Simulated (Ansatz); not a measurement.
# C2H2ClFOZr: how energies converge with the basis set

An exercise on one series of results from a longer session: the logs are not shown, and one member is left open.

Method: one geometry, several basis sets; program: Ansatz 0.2.0, Gaussian basis.

The runs, in order: PBE0-D4/def2-SVP; ωB97M-V/def2-SVP; PBE0-D4/def2-QZVPP; ωB97M-V/def2-QZVPP; the functionals' def2-TZVPP values are taken from earlier runs.

### Structure used throughout

All runs share one geometry, relaxed beforehand with PBE0-D4 in a triple-zeta def2 set. Zr takes the def2 core potential; no spin-orbit term is included.

8 atoms, charge 0, spin multiplicity 1.

Atoms are counted from 1 here; the program's logs count them from 0.

Bond lengths: C1–C2 1.215 Å, C1–H7 1.067 Å, C2–Zr3 2.180 Å, Zr3–O4 1.888 Å, Zr3–F5 1.894 Å, Zr3–Cl6 2.349 Å, O4–H8 0.954 Å. Angles: C2–C1–H7 179.9°, C1–C2–Zr3 178.7°, C2–Zr3–O4 107.6°, C2–Zr3–F5 108.9°, C2–Zr3–Cl6 109.3°, O4–Zr3–F5 109.9°, O4–Zr3–Cl6 110.8°, F5–Zr3–Cl6 110.3°, Zr3–O4–H8 173.8°.

The first run:

in.yaml reads:

```yaml
crystal:
  periodic: [false, false, false]
  atoms:
    - {symbol: C, position_ang: [1.505053, -1.791759, -0.951870]}
    - {symbol: C, position_ang: [0.862363, -0.842573, -0.549015]}
    - {symbol: Zr, position_ang: [-0.255737, 0.891869, 0.153686]}
    - {symbol: O, position_ang: [-1.874067, 0.265546, 0.896896]}
    - {symbol: F, position_ang: [-0.618238, 2.025532, -1.319370]}
    - {symbol: Cl, position_ang: [1.014985, 2.031444, 1.767223]}
    - {symbol: H, position_ang: [2.071233, -2.624502, -1.305670]}
    - {symbol: H, position_ang: [-2.705581, 0.044452, 1.308112]}
basis:
  gaussian: {orbitals: def2-SVP}
hamiltonian: {xc: pbe0, dispersion: d4}
output: {orbitals: {seedname: orbitals}}
```

Run with:

```sh
$ ansatz run in.yaml --threads 4 --pin off --events-out ev --progress --plain --max-ram 10444MiB
```

Among the steps run: PBE0-D4 in def2-SVP; ωB97M-V in def2-SVP; PBE0-D4 in def2-QZVPP; ωB97M-V in def2-QZVPP.

One of the session's tables, all rows but one given; the rest of the session is left out.

It belongs to the step «Density functionals: the series». 

```
functional       basis  HOMO (eV)  LUMO (eV)
   PBE0-D4    def2-SVP      -8.31      -1.88
   PBE0-D4  def2-TZVPP      -8.36      -2.00
   PBE0-D4  def2-QZVPP      -8.37      -2.02
   ωB97M-V    def2-SVP     -10.51       0.20
   ωB97M-V  def2-TZVPP     -10.58       0.04
   ωB97M-V  def2-QZVPP          ?          ?
```

Estimate the missing values for ωB97M-V, def2-QZVPP.

The run gave: HOMO (eV): -10.59; LUMO (eV): 0.01. In the column «HOMO (eV)» it is the lowest.
